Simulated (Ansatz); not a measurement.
# CAlCl₂NO: small, medium and large basis sets

An exercise on one series of results from a longer session: the logs are not shown, and one member is left open.

The runs use Ansatz 0.2.0, Gaussian basis; one geometry, several basis sets.

Plan: PBE0-D4/def2-SVP; ωB97M-V/def2-SVP; PBE0-D4/def2-QZVPP; ωB97M-V/def2-QZVPP; the functionals' def2-TZVPP values are taken from earlier runs.

## The geometry

All runs share one geometry, relaxed beforehand with PBE0-D4 in a triple-zeta def2 set.

SMILES `O=C=[N][Al]([Cl])[Cl]`, 6 atoms, charge 0, spin multiplicity 1.

Atoms are counted from 1 here; the program's logs count them from 0.

Bond lengths: O1–C2 1.162 Å, C2–N3 1.196 Å, N3–Al4 1.743 Å, Al4–Cl5 2.068 Å, Al4–Cl6 2.068 Å. Angles: O1–C2–N3 180.0°, C2–N3–Al4 179.8°, N3–Al4–Cl5 119.8°, N3–Al4–Cl6 119.8°, Cl5–Al4–Cl6 120.3°.

The first run:

in.yaml

```yaml
crystal:
  periodic: [false, false, false]
  atoms:
    - {symbol: O, position_ang: [-1.816012, 2.045987, 1.146075]}
    - {symbol: C, position_ang: [-1.106036, 1.243299, 0.695959]}
    - {symbol: N, position_ang: [-0.375398, 0.416887, 0.232584]}
    - {symbol: Al, position_ang: [0.692763, -0.784103, -0.441619]}
    - {symbol: Cl, position_ang: [-0.077608, -2.574105, -1.133779]}
    - {symbol: Cl, position_ang: [2.724391, -0.411964, -0.545421]}
basis:
  gaussian: {orbitals: def2-SVP}
hamiltonian: {xc: pbe0, dispersion: d4}
output: {orbitals: {seedname: orbitals}}
```

Command:

```bash
ansatz run in.yaml --threads 4 --pin off --events-out ev --progress --plain --max-ram 10444MiB
```

Among the steps run: PBE0-D4 in def2-SVP; ωB97M-V in def2-SVP; PBE0-D4 in def2-QZVPP; ωB97M-V in def2-QZVPP.

One table of the session follows, with a row left open; its other results are not shown here.

It belongs to the step «Density functionals: the series». 

```
functional       basis  HOMO (eV)
   PBE0-D4    def2-SVP      -8.94
   PBE0-D4  def2-TZVPP      -9.05
   PBE0-D4  def2-QZVPP      -9.08
   ωB97M-V    def2-SVP     -11.12
   ωB97M-V  def2-TZVPP          ?
   ωB97M-V  def2-QZVPP     -11.32
```

Estimate the missing values for ωB97M-V, def2-TZVPP.

The run gave: HOMO (eV): -11.28. In the column «HOMO (eV)» it lies between ωB97M-V, def2-QZVPP (-11.32) and ωB97M-V, def2-SVP (-11.12).
